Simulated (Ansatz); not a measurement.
The system is CoPd2O2, a slab with vacuum.

```
CELL_PARAMETERS angstrom
2.84500 0.00000 0.00000
-1.42250 2.46384 0.00000
0.00000 0.00000 20.96000
ATOMIC_POSITIONS crystal
Pd 0.66667 0.33333 0.35782
O 0.66667 0.33333 0.45349
Co 0.00000 0.00000 0.50000
O 0.33333 0.66667 0.54651
Pd 0.33333 0.66667 0.64218
```

Base run:

```yaml
Program: Ansatz 0.2.0
Functional: LDA
Potentials_or_basis: all-electron LAPW, scalar-relativistic
Cutoff: 421 eV (chosen from the basis error)
Basis_error_allowed: 0.002 eV/atom
k_mesh: 11 × 11 × 1
Occupations: fermi-dirac, width 0.05 eV
Spin: collinear spin, ferromagnetic start
Starting_moments: "[0.0, 0.0, 2.0, 0.0, 0.0] μB"
```

Its results: band gap on the k mesh none (metal or under the smearing width); net moment 0.89 μB per cell; site moments Pd +0.26; O +0.04; Co +0.21 μB; largest force 0.695 eV/Å.

**Question.** The run is repeated on the same cell with these changes: functional from LDA to PBEsol. What comes out?

**Answer.** Band gap on the k mesh none (metal or under the smearing width); net moment 1.29 μB per cell; site moments Pd +0.38; O +0.06; Co +0.28 μB; largest force 0.646 eV/Å.

Caveats: semilocal functionals often make such compounds metallic where correlation or magnetic order opens a gap, which also shifts bond lengths.
